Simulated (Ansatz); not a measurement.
# GdMg: how the settings move a single-point run

How sensitive is a single-point run of GdMg to its settings? A reference run comes first, then one run with altered input.

Method: reference: DFT, PBEsol, PAW with Ansatz's default frozen-core files, scalar-relativistic, in Ansatz 0.2.0.

### 1 The starting structure

It takes space group Pm-3m (No. 221, cubic). The conventional cell has a = 3.824 Å, b = 3.824 Å, c = 3.824 Å, α = 90.00°, β = 90.00°, γ = 90.00°. Gd (site symmetry m-3m) is surrounded by 8 Mg at 3.31 Å. Mg (site symmetry m-3m) has 8 Gd at 3.31 Å in its first shell of neighbours.

Coordinates:

```xyz
2
Lattice="3.8240 0.0000 0.0000 0.0000 3.8240 0.0000 0.0000 0.0000 3.8240" Properties=species:S:1:pos:R:3 pbc="T T T"
Gd    0.0000    0.0000    0.0000
Mg    1.9120    1.9120    1.9120
```

### 2 Baseline

The input, input.yaml:

```yaml
crystal:
  lattice:
    - [3.824, 0.0, 0.0]
    - [0.0, 3.824, 0.0]
    - [0.0, 0.0, 3.824]
  atoms:
    - { symbol: Gd, position: [0.0, 0.0, 0.0], spin: 7.2, spin_axis: [1.0, 0.0, 0.0] }
    - { symbol: Mg, position: [0.5, 0.5, 0.5] }
magnetization:
  noncollinear: true
  spin_spiral: { q: [0.0, 0.0, 0.0] }
kpoints:
  mp_grid: { grid: [10, 10, 10] }
scf:
  occupations: { method: fermi_dirac, width: 0.05 }
hamiltonian:
  xc: pbesol
  pseudopotentials: { kind: paw }
output:
  eigenvalues: false
```

On the command line:

```bash
$ ansatz run input.yaml --threads 2 --pin off --max-ram 5120MiB --backend cpu --events-out ev --progress --plain --runs-dir out
```

### 3 Variant: mp_grid.grid [5, 5, 5]

input.yaml, as its differences from that of step 2:

```diff
@@ -12,3 +12,3 @@
 kpoints:
-  mp_grid: { grid: [10, 10, 10] }
+  mp_grid: { grid: [5, 5, 5] }
 scf:
```

Q: Predict the outcome of this session. Wanted: for each run, ending; energy change; abs. moment.

The runs gave:

| run | ending | energy change | abs. moment (μB) | cycles | time |
| --- | --- | --- | --- | --- | --- |
| reference | converged | 0 | 7.61 | 19 | 34 s |
| 1: mp_grid.grid [5, 5, 5] | converged | +3.6 meV/atom | 7.69 | 19 | 8.3 s |

Residual by cycle in the longest SCF loop of each run; runs are numbered as in the table. The quantity is the density residual dr2, in eV.

```
cycle  reference    run 1
    1       1.09     1.08
    2       1.18     1.83
    4      0.282    0.276
    5      0.027   0.0292
    7     0.0217   0.0158
    8     0.0017  0.00597
   10    0.00429  0.00523
   11     1.0e-4   6.9e-5
   13     6.4e-4  0.00109
   14     9.7e-6   1.6e-5
   16     1.9e-7   1.7e-7
   17     1.9e-8   3.0e-8
```

Changing the k-point mesh moves the energy by +3.6 meV/atom, and the absolute moment goes from 7.61 to 7.69 μB. Sampling errors of the energy have no fixed sign. Cost: 8.3 s against 34 s.
